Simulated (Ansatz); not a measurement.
# Ti: the cost of one run

Method: DFT LDA, scalar-relativistic, plane waves, PAW, in Ansatz 0.2.0.

## 1. The system as given

Symmetry: P6_3/mmc, No. 194, hexagonal system. The conventional cell has a = 2.950 Å, b = 2.950 Å, c = 4.680 Å, α = 90.00°, β = 90.00°, γ = 120.00°. Ti (site symmetry -6m2) is surrounded by 12 Ti at 2.89 to 2.95 Å.

Structure file:

```cif
data_structure
_symmetry_space_group_name_H-M 'P 1'
_symmetry_Int_Tables_number 1
_cell_length_a 2.9500
_cell_length_b 2.9500
_cell_length_c 4.6800
_cell_angle_alpha 90.000
_cell_angle_beta 90.000
_cell_angle_gamma 120.000
_cell_volume 35.27
loop_
_atom_site_label
_atom_site_type_symbol
_atom_site_fract_x
_atom_site_fract_y
_atom_site_fract_z
_atom_site_occupancy
Ti1 Ti 0.33333 0.66667 0.25000 1
Ti2 Ti 0.66667 0.33333 0.75000 1
```

## 2. Relaxing cell and atoms: Ti, no spin

File input.yaml:

```yaml
crystal:
  lattice:
    - [2.95, 0.0, 0.0]
    - [-1.475, 2.5547749412, 0.0]
    - [0.0, 0.0, 4.68]
  atoms:
    - { symbol: Ti, position: [0.3333333333, 0.6666666667, 0.25] }
    - { symbol: Ti, position: [0.6666666667, 0.3333333333, 0.75] }
scf:
  occupations: { method: gaussian, width: 0.1 }
output:
  forces: true
  stress: true
  eigenvalues: true
hamiltonian:
  xc: lda
kpoints:
  mp_grid: { grid: [16, 16, 10] }
relax:
  f_tol: 0.005
  max_steps: 60
  cell: { stress_tol: 0.03 }
```

On the command line:

```
$ ansatz run input.yaml --threads 3 --pin off --max-ram 8192MiB --backend cpu --events-out ev --progress --plain --runs-dir out
```

What time and memory should one allow on 3 threads of Intel Xeon 6975P-C (Granite Rapids), shared host?

About 9.2 s, with a peak of 0.42 GiB.
